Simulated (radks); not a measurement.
# The Coulomb parameter U of the 4f shell of Gd³⁺

An exercise on one series of results from a longer session: the logs are not shown, and one member is left open.

The numbers are computed with radks (a radial shooting solver on a logarithmic mesh, Libxc functionals) version 1 (Dirac Kohn-Sham, BLYP, spin-unpolarised, spherical densities, point nucleus; open shells are shared between the two j in proportion to 2j + 1), except any that are marked as measured or tabulated.

## The atom as given

- element: gadolinium (Z = 64)
- charge: +3
- electrons: 61
- configuration: [Xe] 4f6 6p1

The outer shells:

Gd³⁺
```
[Xe] core
4f [↑ ][↑ ][↑ ][↑ ][↑ ][↑ ][  ]
6p [↑ ][  ][  ]
```

Set-up of the first run:

Settings of this run:

```text
Z 64
configuration [Xe] 4f6 6p1
relativity Dirac
functional b88,lyp
spin unpolarised
j_filling average
nucleus point
c 137.035999084
```

Among the steps run: Start: [Xe] 4f6 6p1.

One of the session's tables, all rows but one given; the rest of the session is left out.

It belongs to the step «Start: [Xe] 4f6 6p1». From the orbitals of this run (lengths in bohr):

```
level     <r>  outermost maximum (interpolated)  90 % within  nodes
4d5/2  0.6368                             0.561        0.955      1
5s1/2   1.296                              1.18         1.85      4
5p1/2   1.427                              1.27         2.07      3
5p3/2   1.506                              1.34         2.18      3
4f5/2       ?                                 ?            ?      ?
4f7/2  0.8078                             0.561         1.35      0
6p1/2   3.397                              3.15         4.81      4
6p3/2   3.537                              3.30         5.00      4
```

**Question.** Estimate the row for 4f5/2.

**Answer.** <r>: 0.7993; outermost maximum (interpolated): 0.557; 90 % within: 1.34; nodes: 0. In the column «<r>» it lies between 4d5/2 (0.6368) and 4f7/2 (0.8078).
